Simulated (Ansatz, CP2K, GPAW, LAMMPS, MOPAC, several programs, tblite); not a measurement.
SiO2 (P4_2/mnm) from semi-empirical methods to plane-wave DFT

SiO2 (started from an entry of an open crystallographic database), relaxed with r2SCAN in Ansatz, was computed with several methods. Space group P4_2/mnm (No. 136), tetragonal; conventional cell a = 4.185 Å, c = 2.669 Å, 7.79 Å³ an atom. Si is surrounded by 6 O at 1.76–1.81 Å; O is surrounded by 3 Si at 1.76–1.81 Å. (Simulation; spin polarisation is off.)

```xyz
6
Lattice="4.1852 0.0000 0.0000 0.0000 4.1852 0.0000 0.0000 0.0000 2.6688" Properties=species:S:1:pos:R:3 pbc="T T T"
Si    0.0000    0.0000    0.0000
Si    2.0926    2.0926    1.3344
O     1.2811    1.2811    0.0000
O     0.8115    3.3737    1.3344
O     2.9041    2.9041    0.0000
O     3.3737    0.8115    1.3344
```

Gaps and times are for a single point on this cell; volume and bulk modulus come from each method's own relaxation or energy curve at fixed shape, which is too stiff where a cell has free coordinates or axes. Times are rough, from shared hosts (Arm Neoverse V1), and each method has its own mesh and cell size. A double dagger marks a value from a curve with shape and coordinates held. A star marks a curve whose lowest point is an end point. PM6 (MOPAC), PM7 (MOPAC), GFN1-xTB (tblite), GFN2-xTB (tblite) treat a cluster of cells at its zone centre, which samples few k points: where these miss a band edge, the gap comes out too large for that reason alone. Gaps from k meshes are read at a limited set of points (mesh, symmetry points, PBE's band edges), so each method's own least gap may be somewhat smaller. Force fields have no electrons; where one was fitted to this phase, its volume and modulus reflect the fit. xTB and the PM methods were fitted mostly to molecules, and can miss a solid's gap by electronvolts. Minimal bases can be far off for gaps. GLLB-SC's gap includes the derivative discontinuity. d marks a direct gap, i an indirect one (no mark: not told apart), a dash a value that wasn't computed or didn't pass its checks.

| method | kind | gap (eV) | own volume (Å³/atom) | bulk modulus (GPa) | atoms computed | processor time |
| --- | --- | --- | --- | --- | --- | --- |
| SiO.1997.vashishta (LAMMPS) | force field | – | – | – | 6 | 0.11 s |
| SiO.tersoff (LAMMPS) | force field | – | – | – | 6 | 0.12 s |
| light PBE (260 eV and a coarse mesh) | light plane-wave | 5.49 d | – | – | 6 | 0.84 s |
| PBE | semilocal | 5.56 d | 8.05 | 298‡ | 6 | 4.4 s |
| GFN1-xTB (tblite) | tight binding | 6.72 | 8.55*‡ | 274*‡ | 96 | 4.8 s |
| PBE/SZV (CP2K) | small basis | 4.87 d | – | – | 6 | 8.7 s |
| r2SCAN | semilocal | 6.51 d | 7.79 | 337‡ | 6 | 10 s |
| GFN2-xTB (tblite) | tight binding | 6.98 | 7.19‡ | 262‡ | 96 | 13 s |
| PM7 (MOPAC) | semi-empirical | 6.15 | – | – | 96 | 14 s |
| PM6 (MOPAC) | semi-empirical | 6.46 | – | – | 96 | 14 s |
| GLLB-SC (GPAW) | model potential | 8.33 | – | – | 6 | 16 s |
| PBE/DZVP (CP2K) | small basis | 5.47 d | 8.04‡ | 294‡ | 6 | 22 s |

Against r2SCAN (6.51 eV) and with closed or daggered gaps left aside, the nearest gap at the points sampled is that of PM6 (MOPAC) (-0.05 eV) and the farthest that of GLLB-SC (GPAW) (+1.82 eV). r2SCAN is only a yardstick of convenience: semilocal gaps usually lie below measured ones, which GLLB-SC and hybrids aim to mend.

Volumes against r2SCAN's: PBE +3.3 %.

Runs without a result: non-self-consistent DFTB (CP2K) (single point).

Relaxed on its own, the cell leaves this structure with SiO.1997.vashishta (LAMMPS), SiO.tersoff (LAMMPS), so no volume is listed.
